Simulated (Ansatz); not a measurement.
# ClH5OSiZn: the cost of one run

All numbers below are computed with Ansatz 0.2.0 (RKS B3LYP-D4/def2-SVP).

## Step 1: The system as given

Bond lengths: Zn1–Cl2 2.590 Å, Zn1–O3 1.790 Å, O3–H4 1.010 Å, Zn1–Si5 2.630 Å, Si5–H6 1.460 Å, Si5–H7 1.460 Å, Si5–H8 1.460 Å, Cl2–H9 1.543 Å, Si5–H9 1.642 Å. Angles (14 of 16 angles, heavy atoms first): Cl2–Zn1–O3 180.0°, Cl2–Zn1–Si5 71.6°, O3–Zn1–Si5 108.4°, Zn1–Cl2–H9 71.8°, Zn1–O3–H4 109.5°, Zn1–Si5–H6 109.5°, Zn1–Si5–H7 109.5°, Zn1–Si5–H8 109.5°, Zn1–Si5–H9 69.5°, Cl2–H9–Si5 147.1°, H6–Si5–H7 109.4°, H6–Si5–H8 109.4°, H6–Si5–H9 144.2°, H7–Si5–H8 109.4°.

As a file:

```xyz
9

Zn    0.0000    0.0000    0.0000
Cl    0.0000    0.0000    2.5900
O     0.0000    0.0000   -1.7900
H     0.2547   -0.9174   -2.1271
Si   -2.4558   -0.4454    0.8293
H    -3.0946   -1.4259   -0.0436
H    -2.4231   -0.9593    2.1955
H    -3.2147    0.8014    0.7971
H    -1.4416   -0.2615    2.1071
```

## Step 2: A restrained relaxation towards end A

Springs on the bonds that form and break draw the guess towards this end; the thresholds are loose.

Input file input.yaml:

```yaml
crystal:
  periodic: [false, false, false]
  atoms:
    - { symbol: Zn, position_ang: [0.0, 0.0, 0.0] }
    - { symbol: Cl, position_ang: [0.0, 0.0, 2.59] }
    - { symbol: O, position_ang: [0.0, 0.0, -1.79] }
    - { symbol: H, position_ang: [0.2547, -0.9174, -2.1271] }
    - { symbol: Si, position_ang: [-2.4558, -0.4454, 0.8293] }
    - { symbol: H, position_ang: [-3.0946, -1.4259, -0.0436] }
    - { symbol: H, position_ang: [-2.4231, -0.9593, 2.1955] }
    - { symbol: H, position_ang: [-3.2147, 0.8014, 0.7971] }
    - { symbol: H, position_ang: [-1.4416, -0.2615, 2.1071] }
basis:
  gaussian: { orbitals: def2-SVP }
hamiltonian:
  xc: b3lyp
  dispersion: d4
relax:
  f_tol: 0.15
  max_steps: 25
  restrain:
    - { distance: [0, 4], at: 3.53, k: 30.0 }
    - { distance: [8, 1], at: 2.57, k: 30.0 }
    - { distance: [0, 1], at: 2.24, k: 30.0 }
    - { distance: [8, 4], at: 1.46, k: 30.0 }
output:
  orbitals: {}
```

Launch:

```sh
ansatz run input.yaml --threads 2 --pin off --max-ram 3072MiB --backend cpu --events-out ev --progress --plain --runs-dir out
```

What time and memory should one allow on 2 threads of AMD EPYC 9R45 (Zen 5), shared host?

About 19 s, with a peak of 0.27 GiB.
